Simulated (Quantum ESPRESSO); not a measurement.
Runs of Quantum ESPRESSO 7.5 on W. The cell holds a slab with vacuum, 5 atoms: a = 2.767 Å, b = 2.767 Å, c = 24.036 Å, α = 90.00°, β = 90.00°, γ = 109.47°. The slab is cut from a database's or a generator's crystal, which needn't be the stable form of the element.

```tsv
level	potentials or basis	k mesh	cutoff (eV)	smearing	form of the LDA correlation	real-space augmentation (tqr)	mesh quality	gap on the mesh (eV)	largest force (eV/Å)	work function (eV)
PBE	JTH 2.0 PBE	5 × 5 × 1	490	fermi-dirac 0.05 eV	-	-	coarse	none	0.77	4.75
LDA	GBRV 1.5 LDA	10 × 10 × 1	680	cold 0.2 eV	PZ81	yes	not flagged	none	(b)	(a)
PBE	SSSP 1.3 efficiency PBE	5 × 5 × 1	748	fermi-dirac 0.05 eV	-	-	coarse	none	0.76	4.72
PBE	PseudoDojo 0.5 SR PBE stringent	5 × 5 × 1	1007	fermi-dirac 0.05 eV	-	-	coarse	none	0.76	4.72
PBE	GBRV 1.5 PBE	5 × 5 × 1	762	fermi-dirac 0.05 eV	-	-	coarse	none	0.76	4.72
PBE	SG15 PBE 1.2	5 × 5 × 1	1020	fermi-dirac 0.05 eV	-	-	coarse	none	0.73	4.73
PBE	PseudoDojo 0.4.1 SR PBE standard	10 × 10 × 1	1007	fermi-dirac 0.05 eV	-	-	not flagged	none	0.79	4.91
PBE	SPMS 1.0 PBE	5 × 5 × 1	912	fermi-dirac 0.05 eV	-	-	coarse	none	0.77	4.72
```

Alike in all rows: task work function; no spin polarisation; cell as given.

Q: Fill in the values left out.

A: (a) 5.17; (b) 1.38.

Caveats: some runs use coarse meshes; the cell was measured hot, at 2171 K; real space augmentation costs some meV and hundredths of eV per Å (some runs).

A k mesh can miss the band edges, and the runs leave out spin-orbit coupling on W.

A gap of «none» marks a metal or a gap under the smearing width.

Not every run made on this cell is shown here.
